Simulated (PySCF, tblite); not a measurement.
**C₆H₁₂Ge₂: geometry, infrared bands and NMR shifts**

Wanted: the infrared bands and NMR shifts of C₆H₁₂Ge₂ (`C#C[C@H](C)/C=[CH]/[GeH2][GeH3]`), by calculation.

Programs: tblite 0.8.0 and PySCF 2.14.0, with density-fitted response routines of our own. Each step states its level of theory. These are calculated values for one molecule in the gas phase, unless marked as measured. Atoms count from 0, in the outputs and in this text.

## (1) The starting structure

20 atoms, charge 0, multiplicity 1; geometry from: force field or distance geometry start.

Bonds of the start (Å): C0–C1 1.21, C1–C2 1.47, C2–C3 1.51, C2–C4 1.52, C4–C5 1.34, C5–Ge6 1.92, Ge6–Ge7 2.39, C0–H8 1.06, C2–H9 1.11, C3–H10 1.12, C3–H11 1.11, C3–H12 1.12, C4–H13 1.09, C5–H14 1.09, Ge6–H15 1.56, Ge6–H16 1.54, Ge7–H17 1.56, Ge7–H18 1.55, Ge7–H19 1.55.

## (2) Optimising the geometry with GFN2-xTB

What the job is given:

```
{"job": {"kind": "relax", "xc": "GFN2-xTB", "basis": "xTB"}, "charge": 0, "multiplicity": 1}
C      2.915300    -1.701800    -1.840100
C      2.428500    -0.963400    -1.014900
C      1.866200    -0.079400     0.015400
C      1.906200    -0.747700     1.374400
C      0.437500     0.277700    -0.352600
C     -0.216600     1.275600     0.248800
Ge    -2.018700     1.711500    -0.243000
Ge    -3.397000    -0.206600     0.119000
H      3.326900    -2.343700    -2.570100
H      2.468100     0.848700     0.045000
H      1.287900    -1.682600     1.383600
H      2.951200    -1.023200     1.643500
H      1.518800    -0.067500     2.177900
H     -0.060700    -0.271300    -1.155000
H      0.264500     1.861900     1.038300
H     -2.529700     2.884900     0.646400
H     -2.064200     2.112900    -1.732300
H     -4.862600     0.113900    -0.294000
H     -3.358300    -0.603900     1.618500
H     -2.868300    -1.385300    -0.739300
```

On the command line:

```console
$ OMP_NUM_THREADS=1 python probes_run.py task.json out
```

This one command runs all jobs of the session in turn.

**Question.** This job is followed by: GFN2-xTB harmonic vibrations, gas phase; GIAO PBE0/pcSseg-1 NMR shielding, non-relativistic, gas phase. What will the session give for the following? strongest single infrared mode (GFN2-xTB); zero-point energy (GFN2-xTB); ¹³C shifts against TMS (PBE0/pcSseg-1); ¹H shifts against TMS (PBE0/pcSseg-1, means over atoms taken as alike); ⁷³Ge shifts against GeMe4 (PBE0/pcSseg-1).

The runs gave:

| quantity | value |
| --- | --- |
| strongest single infrared mode (GFN2-xTB) | 2016 cm⁻¹, 616 km/mol |
| zero-point energy (GFN2-xTB) | 88.8 kcal/mol |
| ¹³C shifts against TMS (PBE0/pcSseg-1) | 161.5, 129.2, 90.2, 78.1, 37.0, 24.1 ppm |
| ¹H shifts against TMS (PBE0/pcSseg-1, means over atoms taken as alike) | 6.18, 6.09, 4.19, 4.13, 3.27, 3.08, 1.68, 1.30 ppm |
| ⁷³Ge shifts against GeMe4 (PBE0/pcSseg-1) | -233, -370 ppm |

In words: Relaxing lowered the energy by 0.353 eV in 186 steps; the close pair that moved most is Ge7–H17, from 1.556 to 1.498 Å. All 54 modes are real, so the xTB geometry is a minimum. The strongest single mode, at 2016 cm⁻¹, moves mainly H18 and H19. GFN2-xTB is a fitted tight-binding method: band positions and strengths are rough. Its intensities can rank the bands wrongly. At PBE0/pcSseg-1: The widest tensor belongs to C1: span 307 ppm, with a paramagnetic part of -169 ppm. Spin-orbit coupling is left out, which matters for shieldings and couplings at and beside the heavy atoms.
